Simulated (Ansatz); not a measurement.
# CdClF: ionisation energy by level of theory

Aim: the vertical ionisation energy of CdClF, as cation minus neutral at the neutral's geometry, on several levels, and how well −ε(HOMO) stands in for it.

Computed with Ansatz 0.2.0, Gaussian basis. Level: unrestricted cation, the program's frozen cores in correlated methods.

The runs, in order: UKS PBE-D4/def2-TZVPP; UKS r2SCAN-D4/def2-TZVPP; UKS PBE0-D4/def2-TZVPP; UKS B3LYP-D4/def2-TZVPP; UKS wB97X-V/def2-TZVPP; UKS wB97M-V/def2-TZVPP; UKS B2PLYP/def2-TZVPP; UHF-CCSD(T)/def2-TZVPP; UHF-MP2/def2-QZVPP; extrapolation to the limit; then −ε(HOMO) from the neutral's earlier runs with LDA (SPW92), PBE-D4, revPBE-D4, BLYP-D4, r2SCAN-D4, B97M-V, PBE0-D4, B3LYP-D4, r2SCANh-D4, r2SCAN0-D4, HSE06-D4, BHLYP-D4, CAM-B3LYP-D4, LC-ωPBE, ωB97X-V, ωB97M-V.

**1. The geometry**

All runs share one geometry, relaxed beforehand with PBE0-D4 in a triple-zeta def2 set. Cd takes the def2 core potential; no spin-orbit term is included.

3 atoms, charge 0, spin multiplicity 1.

Atoms are counted from 1 here; the program's logs count them from 0.

Bond lengths: F1–Cd2 1.929 Å, Cd2–Cl3 2.252 Å. Angles: F1–Cd2–Cl3 180.0°.

**2. Cation, UKS PBE-D4/def2-TZVPP**

File in.yaml:

```yaml
crystal:
  periodic: [false, false, false]
  atoms:
    - {symbol: F, position_ang: [-0.475047, 1.959559, -0.054320]}
    - {symbol: Cd, position_ang: [-0.028495, 0.083150, -0.007008]}
    - {symbol: Cl, position_ang: [0.492642, -2.107408, 0.048130]}
basis:
  gaussian: {orbitals: def2-TZVPP}
total_charge: 1
magnetization: {spin_polarized: true, initial_magnetization: 1}
hamiltonian: {xc: pbe, dispersion: d4}
```

The runs that follow: Cation, UKS r2SCAN-D4/def2-TZVPP; Cation, UKS PBE0-D4/def2-TZVPP; Cation, UKS B3LYP-D4/def2-TZVPP; Cation, UKS wB97X-V/def2-TZVPP; Cation, UKS wB97M-V/def2-TZVPP; Cation, UKS B2PLYP (frozen core)/def2-TZVPP; Cation, UHF-CCSD(T)/def2-TZVPP; Cation, UHF-MP2/def2-QZVPP.

Before running them: what should the planned runs give, taken together? Wanted: ionisation energy, CCSD(T)/CBS; nearest functional by difference; nearest −ε(HOMO); −ε(HOMO) of PBE; T1 of the cation.

The runs gave:

| quantity | value |
| --- | --- |
| ionisation energy, CCSD(T)/CBS | 11.90 eV |
| nearest functional by difference | ωB97M-V (-0.11 eV) |
| nearest −ε(HOMO) | LC-ωPBE (+0.02 eV) |
| −ε(HOMO) of PBE | 7.71 eV |
| T1 of the cation | 0.019 |

What this shows: By cation minus neutral, the functionals miss by 0.71 eV at most. −ε(HOMO) of PBE misses by 4.2 eV, since self-interaction lifts the level. Among orbital estimates LC-ωPBE comes nearest. Hartree-Fock falls 1.31 eV short, as the neutral has more correlation energy than the cation. The cation may have settled in a state other than its lowest; no search over hole states beyond the program's own was made. Correlated methods include outer-core shells of Cd, which these sets cover unevenly.
